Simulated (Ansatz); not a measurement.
# C₂H₈AlClO: a ladder of functionals and wavefunction methods

The task here is to estimate one member of a computed series from the others.

Program: Ansatz 0.2.0, Gaussian basis. Level of theory: functionals in def2-TZVPP, the program's frozen cores in correlated methods. These are calculated values, not measurements.

Plan: LDA (SPW92), PBE-D4, revPBE-D4, BLYP-D4, r2SCAN-D4, B97M-V, PBE0-D4, B3LYP-D4, r2SCANh-D4, r2SCAN0-D4, HSE06-D4, BHLYP-D4, CAM-B3LYP-D4, LC-ωPBE, ωB97X-V, ωB97M-V, B2PLYP, PBE-QIDH; CCSD(T)/def2-SVP; CCSD(T)/def2-TZVPP; MP2/def2-QZVPP; extrapolation to the limit; RPA on PBE.

## The relaxed structure

The geometry comes from an earlier relaxation with PBE0-D4 in a triple-zeta def2 set; it is a stationary point, not always the lowest conformer.

SMILES `[CH3][Al-]([CH3])([OH2+])[Cl]`, 13 atoms, charge 0, spin multiplicity 1.

Atoms are counted from 1 here; the program's logs count them from 0.

Bond lengths: C1–Al2 1.948 Å, C1–H6 1.095 Å, C1–H7 1.094 Å, C1–H8 1.095 Å, Al2–C3 1.958 Å, Al2–O4 2.017 Å, Al2–Cl5 2.172 Å, C3–H9 1.095 Å, C3–H10 1.096 Å, C3–H11 1.095 Å, O4–H12 0.964 Å, O4–H13 0.969 Å. Angles: Al2–C1–H6 111.9°, Al2–C1–H7 111.9°, Al2–C1–H8 111.0°, H6–C1–H7 107.7°, H6–C1–H8 107.0°, H7–C1–H8 107.0°, C1–Al2–C3 123.3°, C1–Al2–O4 105.0°, C1–Al2–Cl5 114.5°, C3–Al2–O4 100.3°, C3–Al2–Cl5 114.8°, O4–Al2–Cl5 90.9°, Al2–C3–H9 113.0°, Al2–C3–H10 112.4°, Al2–C3–H11 110.4°, H9–C3–H10 108.0°, H9–C3–H11 106.4°, H10–C3–H11 106.3° and more.

The first run:

File in.yaml:

```yaml
crystal:
  periodic: [false, false, false]
  atoms:
    - {symbol: C, position_ang: [-1.802923, 0.041339, -0.753428]}
    - {symbol: Al, position_ang: [0.110235, 0.121378, -0.393219]}
    - {symbol: C, position_ang: [1.129094, -1.377707, 0.347786]}
    - {symbol: O, position_ang: [0.304230, 1.462947, 1.100228]}
    - {symbol: Cl, position_ang: [1.228880, 1.407483, -1.740080]}
    - {symbol: H, position_ang: [-2.358847, -0.389204, 0.085711]}
    - {symbol: H, position_ang: [-2.221927, 1.030715, -0.958255]}
    - {symbol: H, position_ang: [-2.011861, -0.581383, -1.629267]}
    - {symbol: H, position_ang: [2.163667, -1.113217, 0.589793]}
    - {symbol: H, position_ang: [0.666044, -1.791851, 1.250685]}
    - {symbol: H, position_ang: [1.181596, -2.198779, -0.374692]}
    - {symbol: H, position_ang: [0.871756, 1.147487, 1.813136]}
    - {symbol: H, position_ang: [0.760455, 2.205994, 0.676400]}
basis:
  gaussian: {orbitals: def2-TZVPP}
hamiltonian: {xc: lda}
output: {orbitals: {seedname: orbitals}}
```

Launch:

```
ansatz run in.yaml --threads 4 --pin off --events-out ev --progress --plain --max-ram 10444MiB
```

Steps of the session up to this table: LDA; PBE-D4 (GGA); revPBE-D4 (GGA); BLYP-D4 (GGA); r2SCAN-D4 (meta-GGA); B97M-V (meta-GGA); PBE0-D4 (hybrid); B3LYP-D4 (hybrid); r2SCANh-D4 (hybrid); r2SCAN0-D4 (hybrid); HSE06-D4 (hybrid); BHLYP-D4 (hybrid); CAM-B3LYP-D4 (range-separated); LC-ωPBE (range-separated); ωB97X-V (range-separated); ωB97M-V (range-separated); B2PLYP (double hybrid); PBE-QIDH (double hybrid).

One of the session's tables, all rows but one given; the rest of the session is left out.

It belongs to the step «Orbital energies across the functionals». 

| functional | HOMO (eV) | gap (eV) |
| --- | --- | --- |
| LDA (SPW92) | -6.19 | 4.80 |
| PBE-D4 | -6.06 | 4.81 |
| revPBE-D4 | -6.01 | 4.85 |
| BLYP-D4 | -5.93 | 4.63 |
| r2SCAN-D4 | -6.33 | 5.74 |
| B97M-V | -6.41 | 5.40 |
| PBE0-D4 | -7.34 | 6.97 |
| B3LYP-D4 | -7.12 | 6.36 |
| r2SCANh-D4 | -6.81 | 6.48 |
| r2SCAN0-D4 | -7.53 | 7.58 |
| HSE06-D4 | -6.94 | 6.20 |
| BHLYP-D4 | -8.54 | 8.79 |
| CAM-B3LYP-D4 | -8.72 | 9.10 |
| LC-ωPBE | -10.10 | 11.87 |
| ωB97X-V | -9.73 | 11.26 |
| ωB97M-V | ? | ? |

Q: Estimate the row for ωB97M-V from the others.

**Answer.** HOMO (eV): -9.57; gap (eV): 10.67. In the column «HOMO (eV)» it lies between ωB97X-V (-9.73) and CAM-B3LYP-D4 (-8.72).
